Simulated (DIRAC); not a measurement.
**KT1/3-21G (basis special O:cc-pVDZ) run of TeO2**

We compute a point of an energy scan of TeO2. 

The results are computed with DIRAC 26.1 (patched).

8 further runs of the same task are left out: 8 set aside as unsound or not needed.

### 1 Starting point

TeO2: 3 atoms, total charge 0, spin state singlet.

Bond lengths: Te1–O2 1.792 Å, Te1–O3 1.792 Å. Angles: O2–Te1–O3 112.0°.

### 2 A point of an energy scan at KT1/3-21G (basis special O:cc-pVDZ)

Contents of mol.xyz:

```xyz
3

Te      0.00000000      0.00000000      0.00000000
O       0.00000000      1.48571160      1.00212558
O       0.00000000     -1.48571160      1.00212558
```

Contents of dft.inp:

```
! scan
**DIRAC
.WAVE FUNCTION
**HAMILTONIAN
.NONREL
.DFT
KT1
**INTEGRALS
.NUCMOD
 1
**WAVE FUNCTION
.SCF
**MOLECULE
*BASIS
.DEFAULT
3-21G
.SPECIAL
O BASIS cc-pVDZ
**END OF INPUT
```

Launch:

```
$ pam --inp=dft.inp --mol=mol.xyz --noarch --mw=122 --aw=276
```

Standard output:

```text
[...]
It.    1    -3779.205462222      0.00D+00  0.00D+00  0.00D+00               0.01972300s   Atom. scrpot
[...]
It.   13    -6745.063253664     -3.46D-11  1.41D-07  1.28D-08   DIIS   9    0.15900000s   LL
[...]
* Convergence after   13 iterations.
[...]
                                   TOTAL ENERGY
                                   ------------
   Charge of molecule : 0
   Electronic energy                        :    -7002.1377091494123
   Other contributions to the total energy
   Nuclear repulsion energy                 :      257.0744554856178
[...]
   Total energy                             :    -6745.0632536637950
[...]
  * Closed shell, f = 1.0000
-1111.709626011273  ( 2)    -166.723894261651  ( 2)    -155.802538093063  ( 2)     -33.289647220093  ( 2)     -28.655462524659  ( 2)
  -20.901395500805  ( 2)     -20.898327466667  ( 2)     -19.100182964545  ( 2)      -5.743412828168  ( 2)      -4.156849738179  ( 2)
   -1.739219489978  ( 2)      -1.731227355498  ( 2)      -0.922442689492  ( 2)      -0.529199860152  ( 2)      -0.348805237928  ( 2)
   -0.243884816207  ( 2)
[...]
  * Closed shell, f = 1.0000
 -155.802933865969  ( 2)     -28.657689080361  ( 2)     -20.898898511602  ( 2)      -4.161804411188  ( 2)      -1.732817127390  ( 2)
   -0.354660490785  ( 2)
  * Virtual eigenvalues, f = 0.0000
   -0.165666838902  ( 2)       0.242733767896  ( 2)       0.908990941299  ( 2)       2.466762849797  ( 2)       2.491296284442  ( 2)
[...]
  * Closed shell, f = 1.0000
 -155.803357527940  ( 2)     -28.656865118965  ( 2)     -20.900785509321  ( 2)     -19.100175831478  ( 2)      -4.160706416339  ( 2)
   -1.738005935899  ( 2)      -0.879042616792  ( 2)      -0.355777508200  ( 2)      -0.257731149458  ( 2)
  * Virtual eigenvalues, f = 0.0000
   -0.036985750758  ( 2)       0.319224161902  ( 2)       0.917223241487  ( 2)       0.961720292716  ( 2)       1.323502664072  ( 2)
[...]
  * Closed shell, f = 1.0000
  -20.899932392037  ( 2)      -1.735901392515  ( 2)      -0.266985474415  ( 2)
  * Virtual eigenvalues, f = 0.0000
    0.838559574426  ( 2)       2.437216110501  ( 2)       2.491273528432  ( 2)
[...]
* HOMO - LUMO gap:
    E(LUMO) :    -0.16566684 au (symmetry B1 )
  - E(HOMO) :    -0.24388482 au (symmetry A1 )
  ------------------------------------------
    gap     :     0.07821798 au
[...]
```

Wall time 2.1 s (1 thread of Arm Neoverse V2, shared host); peak memory 0.075 GiB.

### 3 Summary of results

At KT1/3-21G (basis special O:cc-pVDZ):

| quantity | value |
| --- | --- |
| total energy | -6745.06325 Eh |
| HOMO energy | -6.64 eV |
| LUMO energy | -4.51 eV |
| HOMO–LUMO gap | 2.13 eV |

What this shows: Relativity is left out although the molecule holds a heavy atom.
